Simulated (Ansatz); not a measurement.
# CH4FGeNS: the cost of one run

All numbers below are computed with Ansatz 0.2.0 (RHF/def2-SVP).

**1. The structure to begin with**

Bond lengths: F1–Ge2 1.797 Å, Ge2–N3 1.913 Å, Ge2–C4 1.926 Å, N3–C4 1.323 Å, C4–S5 1.846 Å, Ge2–H6 1.568 Å, N3–H7 1.090 Å, C4–H8 1.104 Å, S5–H9 1.403 Å. Angles (14 of 16 angles, heavy atoms first): F1–Ge2–N3 107.4°, F1–Ge2–C4 113.8°, N3–Ge2–C4 40.3°, Ge2–N3–C4 70.4°, Ge2–C4–N3 69.3°, Ge2–C4–S5 111.4°, N3–C4–S5 112.9°, F1–Ge2–H6 120.7°, N3–Ge2–H6 106.6°, C4–Ge2–H6 123.6°, Ge2–N3–H7 107.0°, C4–N3–H7 109.1°, Ge2–C4–H8 117.1°, N3–C4–H8 118.4°.

Structure file:

```xyz
9

F    -0.0226   -0.4578    2.5378
Ge   -0.3291    0.4826    1.0378
N     1.1935    0.2589   -0.0990
C     0.1762   -0.4393   -0.5760
S    -0.5928    0.3380   -2.0637
H    -0.6175    2.0221    1.1021
H     1.8783   -0.4153    0.4159
H     0.2275   -1.5408   -0.5302
H    -1.8249   -0.2948   -1.8418
```

**2. Relaxing end A**

input.yaml reads:

```yaml
crystal:
  periodic: [false, false, false]
  atoms:
    - { symbol: F, position_ang: [-0.0226, -0.4578, 2.5378] }
    - { symbol: Ge, position_ang: [-0.3291, 0.4826, 1.0378] }
    - { symbol: "N", position_ang: [1.1935, 0.2589, -0.099] }
    - { symbol: C, position_ang: [0.1762, -0.4393, -0.576] }
    - { symbol: S, position_ang: [-0.5928, 0.338, -2.0637] }
    - { symbol: H, position_ang: [-0.6175, 2.0221, 1.1021] }
    - { symbol: H, position_ang: [1.8783, -0.4153, 0.4159] }
    - { symbol: H, position_ang: [0.2275, -1.5408, -0.5302] }
    - { symbol: H, position_ang: [-1.8249, -0.2948, -1.8418] }
basis:
  gaussian: { orbitals: def2-SVP }
hamiltonian:
  xc: hf
relax:
  f_tol: 0.02
  max_steps: 50
```

Started as:

```sh
$ ansatz run input.yaml --threads 2 --pin off --max-ram 3072MiB --backend cpu --events-out ev --progress --plain --runs-dir out
```

What time and memory should one allow on 2 threads of Arm Neoverse V2, shared host?

About 21 s, with a peak of 0.26 GiB.
